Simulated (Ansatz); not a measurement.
**FH₄NSSi: one species, many methods**

An exercise on one series of results from a longer session: the logs are not shown, and one member is left open.

Computed with Ansatz 0.2.0, Gaussian basis. Level: functionals in def2-TZVPP, the program's frozen cores in correlated methods.

Plan: LDA (SPW92), PBE-D4, revPBE-D4, BLYP-D4, r2SCAN-D4, B97M-V, PBE0-D4, B3LYP-D4, r2SCANh-D4, r2SCAN0-D4, HSE06-D4, BHLYP-D4, CAM-B3LYP-D4, LC-ωPBE, ωB97X-V, ωB97M-V, B2PLYP, PBE-QIDH; CCSD(T)/def2-SVP; CCSD(T)/def2-TZVPP; MP2/def2-QZVPP; extrapolation to the limit; RPA on PBE.

## Structure used throughout

An earlier PBE0-D4 in a triple-zeta def2 set relaxation fixed the geometry.

SMILES `N[SiH](F)S`, 8 atoms, charge 0, spin multiplicity 1.

Atoms are counted from 1 here; the program's logs count them from 0.

Bond lengths: N1–Si2 1.688 Å, N1–H5 1.006 Å, N1–H6 1.006 Å, Si2–F3 1.602 Å, Si2–S4 2.122 Å, Si2–H7 1.477 Å, S4–H8 1.344 Å. Angles: Si2–N1–H5 122.0°, Si2–N1–H6 122.7°, H5–N1–H6 112.8°, N1–Si2–F3 115.9°, N1–Si2–S4 106.2°, N1–Si2–H7 108.1°, F3–Si2–S4 106.4°, F3–Si2–H7 105.1°, S4–Si2–H7 115.5°, Si2–S4–H8 93.8°.

Set-up of the first run:

Contents of in.yaml:

```yaml
crystal:
  periodic: [false, false, false]
  atoms:
    - {symbol: N, position_ang: [-0.902111, 0.955918, 0.412186]}
    - {symbol: Si, position_ang: [0.375505, -0.130009, 0.216298]}
    - {symbol: F, position_ang: [1.704272, 0.467288, -0.448992]}
    - {symbol: S, position_ang: [-0.326787, -1.638034, -1.101140]}
    - {symbol: H, position_ang: [-0.992831, 1.530770, 1.232746]}
    - {symbol: H, position_ang: [-1.456570, 1.286806, -0.359432]}
    - {symbol: H, position_ang: [0.790455, -0.596246, 1.554503]}
    - {symbol: H, position_ang: [0.900267, -1.933492, -1.561969]}
basis:
  gaussian: {orbitals: def2-TZVPP}
hamiltonian: {xc: lda}
output: {orbitals: {seedname: orbitals}}
```

On the command line:

```console
$ ansatz run in.yaml --threads 2 --pin off --events-out ev --progress --plain --max-ram 4352MiB
```

Steps of the session up to this table: LDA; PBE-D4 (GGA); revPBE-D4 (GGA); BLYP-D4 (GGA); r2SCAN-D4 (meta-GGA); B97M-V (meta-GGA); PBE0-D4 (hybrid); B3LYP-D4 (hybrid); r2SCANh-D4 (hybrid); r2SCAN0-D4 (hybrid); HSE06-D4 (hybrid); BHLYP-D4 (hybrid); CAM-B3LYP-D4 (range-separated); LC-ωPBE (range-separated); ωB97X-V (range-separated); ωB97M-V (range-separated); B2PLYP (double hybrid); PBE-QIDH (double hybrid).

One of the session's tables, all rows but one given; the rest of the session is left out.

It belongs to the step «Frontier levels by functional». 

| functional | HOMO (eV) | LUMO (eV) | gap (eV) |
| --- | --- | --- | --- |
| LDA (SPW92) | -6.53 | -0.67 | 5.86 |
| PBE-D4 | -6.41 | -0.52 | 5.89 |
| revPBE-D4 | -6.36 | -0.45 | 5.91 |
| BLYP-D4 | ? | ? | ? |
| r2SCAN-D4 | -6.71 | -0.14 | 6.58 |
| B97M-V | -6.81 | -0.32 | 6.49 |
| PBE0-D4 | -7.67 | 0.40 | 8.07 |
| B3LYP-D4 | -7.41 | 0.11 | 7.52 |
| r2SCANh-D4 | -7.17 | 0.19 | 7.37 |
| r2SCAN0-D4 | -7.87 | 0.67 | 8.54 |
| HSE06-D4 | -7.27 | 0.02 | 7.29 |
| BHLYP-D4 | -8.77 | 1.20 | 9.97 |
| CAM-B3LYP-D4 | -9.00 | 1.35 | 10.35 |
| LC-ωPBE | -10.44 | 2.63 | 13.07 |
| ωB97X-V | -10.06 | 2.44 | 12.50 |
| ωB97M-V | -9.88 | 2.07 | 11.95 |

Estimate the missing values for BLYP-D4.

Worked estimate for «HOMO (eV)». Against the share of exact exchange, B3LYP-D4 (0.2, -7.41), BHLYP-D4 (0.5, -8.77) give a slope of -4.53 per unit share; at 0 the line stands at -6.50.

The run gave: HOMO (eV): -6.24; LUMO (eV): -0.46; gap (eV): 5.78. In «HOMO (eV)» the line misses by -0.26.
